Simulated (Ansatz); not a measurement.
# CH5AlBrN: a ladder of functionals and wavefunction methods

The task here is to estimate one member of a computed series from the others.

The runs use Ansatz 0.2.0, Gaussian basis; functionals in def2-TZVPP, the program's frozen cores in correlated methods.

The runs, in order: LDA (SPW92), PBE-D4, revPBE-D4, BLYP-D4, r2SCAN-D4, B97M-V, PBE0-D4, B3LYP-D4, r2SCANh-D4, r2SCAN0-D4, HSE06-D4, BHLYP-D4, CAM-B3LYP-D4, LC-ωPBE, ωB97X-V, ωB97M-V, B2PLYP, PBE-QIDH; CCSD(T)/def2-SVP; CCSD(T)/def2-TZVPP; MP2/def2-QZVPP; extrapolation to the limit; RPA on PBE.

### Structure used throughout

All runs share one geometry, relaxed beforehand with PBE0-D4 in a triple-zeta def2 set.

SMILES `[NH2][AlH][CH2]Br`, 9 atoms, charge 0, spin multiplicity 1.

Atoms are counted from 1 here; the program's logs count them from 0.

Bond lengths: N1–Al2 1.766 Å, N1–H5 1.007 Å, N1–H6 1.007 Å, Al2–C3 1.957 Å, Al2–H7 1.578 Å, C3–Br4 1.989 Å, C3–H8 1.088 Å, C3–H9 1.087 Å. Angles: Al2–N1–H5 125.6°, Al2–N1–H6 124.0°, H5–N1–H6 110.1°, N1–Al2–C3 118.5°, N1–Al2–H7 120.3°, C3–Al2–H7 121.2°, Al2–C3–Br4 91.9°, Al2–C3–H8 119.9°, Al2–C3–H9 120.0°, Br4–C3–H8 105.5°, Br4–C3–H9 105.3°, H8–C3–H9 110.1°.

Set-up of the first run:

in.yaml

```yaml
crystal:
  periodic: [false, false, false]
  atoms:
    - {symbol: N, position_ang: [-0.491799, 1.602878, -0.616941]}
    - {symbol: Al, position_ang: [0.648407, 0.350984, -0.114350]}
    - {symbol: C, position_ang: [-0.041889, -1.208281, 0.845654]}
    - {symbol: Br, position_ang: [0.004341, -2.324954, -0.800043]}
    - {symbol: H, position_ang: [-1.487342, 1.582037, -0.468327]}
    - {symbol: H, position_ang: [-0.244714, 2.391601, -1.192204]}
    - {symbol: H, position_ang: [2.189376, 0.512674, -0.412000]}
    - {symbol: H, position_ang: [-1.077417, -1.225015, 1.178722]}
    - {symbol: H, position_ang: [0.589436, -1.728225, 1.562390]}
basis:
  gaussian: {orbitals: def2-TZVPP}
hamiltonian: {xc: lda}
output: {orbitals: {seedname: orbitals}}
```

On the command line:

```
$ ansatz run in.yaml --threads 4 --pin off --events-out ev --progress --plain --max-ram 10444MiB
```

Among the steps run: LDA; PBE-D4 (GGA); revPBE-D4 (GGA); BLYP-D4 (GGA); r2SCAN-D4 (meta-GGA); B97M-V (meta-GGA); B3LYP-D4 (hybrid); r2SCANh-D4 (hybrid); r2SCAN0-D4 (hybrid); HSE06-D4 (hybrid); BHLYP-D4 (hybrid); CAM-B3LYP-D4 (range-separated); LC-ωPBE (range-separated); ωB97X-V (range-separated); ωB97M-V (range-separated); B2PLYP (double hybrid); PBE-QIDH (double hybrid).

One table of the session follows, with a row left open; its other results are not shown here.

It belongs to the step «Frontier levels by functional». 

```
  functional  HOMO (eV)  gap (eV)
 LDA (SPW92)      -6.15      4.34
      PBE-D4      -5.97      4.38
   revPBE-D4      -5.91      4.40
     BLYP-D4      -5.84      4.34
   r2SCAN-D4      -6.26      4.93
      B97M-V      -6.33      4.98
     PBE0-D4      -7.31      6.63
    B3LYP-D4          ?         ?
  r2SCANh-D4      -6.76      5.77
  r2SCAN0-D4      -7.52      7.00
    HSE06-D4      -6.91      5.85
    BHLYP-D4      -8.53      8.72
CAM-B3LYP-D4      -8.70      9.01
     LC-ωPBE     -10.10     11.59
     ωB97X-V      -9.72     11.06
     ωB97M-V      -9.60     10.68
```

**Question.** Estimate the row for B3LYP-D4.

Worked estimate for «HOMO (eV)». Against the share of exact exchange, BLYP-D4 (0, -5.84), BHLYP-D4 (0.5, -8.53) give a slope of -5.38 per unit share; at 0.2 the line stands at -6.92.

As computed: HOMO (eV): -7.07; gap (eV): 6.14. In «HOMO (eV)» the line misses by +0.15.
